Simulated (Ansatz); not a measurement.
Task: a rigid scan of one bond length of CH₆B₂O, SMILES BBCO, with Ansatz 0.2.0 through its Python package. Give the script and its output. Settings (for the species named): r2scan0, def2-SVP basis, multiplicity 1.

```tsv
atom	x (Å)	y (Å)	z (Å)
B	-0.2757	1.7084	-0.1925
B	-0.2760	0.3709	0.7153
C	0.3435	-0.9582	0.1310
O	-0.2863	-1.3904	-0.9635
H	0.1101	1.7416	-1.3213
H	-0.7942	2.7572	0.2389
H	-0.6654	0.3993	1.8242
H	0.4033	-1.7177	0.9353
H	1.4317	-0.7367	-0.1107
H	0.0920	-2.2254	-1.2537
```

The script, `scan.py`:
```python
"""Potential curve of CH6B2O along one bond."""

from dataclasses import dataclass

import ansatz
import numpy as np


@dataclass
class Options:
    basis_set: str = "def2-SVP"
    functional: str = "r2scan0"


cfg = Options()


def main() -> None:
    geometry = (
        ansatz.Crystal.molecule()
        .atom("B", [-0.2757, 1.7084, -0.1925])
        .atom("B", [-0.276, 0.3709, 0.7153])
        .atom("C", [0.3435, -0.9582, 0.131])
        .atom("O", [-0.2863, -1.3904, -0.9635])
        .atom("H", [0.1101, 1.7416, -1.3213])
        .atom("H", [-0.7942, 2.7572, 0.2389])
        .atom("H", [-0.6654, 0.3993, 1.8242])
        .atom("H", [0.4033, -1.7177, 0.9353])
        .atom("H", [1.4317, -0.7367, -0.1107])
        .atom("H", [0.092, -2.2254, -1.2537])
    )

    symbols = [site.symbol for site in geometry.cartesian_sites]
    start = np.array([site.position_ang for site in geometry.cartesian_sites])
    axis = (start[5] - start[0]) / np.linalg.norm(start[5] - start[0])
    moving = [5]
    lengths, energies = [1.097, 1.147, 1.197, 1.247, 1.297, 1.347, 1.397, 1.471], []
    for length in lengths:
        xyz = start.copy()
        xyz[moving] += (length - np.linalg.norm(start[5] - start[0])) * axis
        point = ansatz.Crystal.molecule()
        for symbol, place in zip(symbols, xyz):
            point = point.atom(symbol, place.tolist())
        calc = point.calculation()
        calc = calc.basis(gaussian=cfg.basis_set)
        calc = calc.functional(cfg.functional)
        summary = calc.run(threads=1, pin="off").report
        energies.append(summary["free_energy_ev"])
        print(f"r = {length:6.3f} A  E = {energies[-1]:.5f} eV  <S^2> = {abs(summary['mean_field']['state']['spin_squared']):.3f}")

    # quartic fit about the minimum
    fit = np.polynomial.Polynomial.fit(lengths, np.array(energies) - min(energies), 4).convert()
    roots = [r.real for r in fit.deriv().roots() if abs(r.imag) < 1e-9 and fit.deriv(2)(r.real) > 0]
    r_e = min(roots, key=lambda r: abs(r - lengths[int(np.argmin(energies))]))
    print(f"minimum of the fit at {r_e:.4f} A, force constant {fit.deriv(2)(r_e):.2f} eV/A^2")


if __name__ == "__main__":
    main()
```

```console
$ python scan.py
r =  1.097 A  E = -4524.46249 eV  <S^2> = 0.000
r =  1.147 A  E = -4524.58896 eV  <S^2> = 0.000
r =  1.197 A  E = -4524.63653 eV  <S^2> = 0.000
r =  1.247 A  E = -4524.62221 eV  <S^2> = 0.000
r =  1.297 A  E = -4524.55966 eV  <S^2> = 0.000
r =  1.347 A  E = -4524.45982 eV  <S^2> = 0.000
r =  1.397 A  E = -4524.33147 eV  <S^2> = 0.000
r =  1.471 A  E = -4524.10383 eV  <S^2> = 0.000
minimum of the fit at 1.2089 A, force constant 23.41 eV/A^2
```

Total energies depend on the basis set; only differences at equal settings carry meaning. The rest of the molecule is held rigid at a force-field or estimated start geometry, and the basis set is modest; single-reference methods fail as a bond breaks. The orbitals are restricted, so S² is zero by construction. Finished in 28 s on 1 thread of Arm Neoverse V1, with other jobs on the host, peak memory 0.24 GiB.
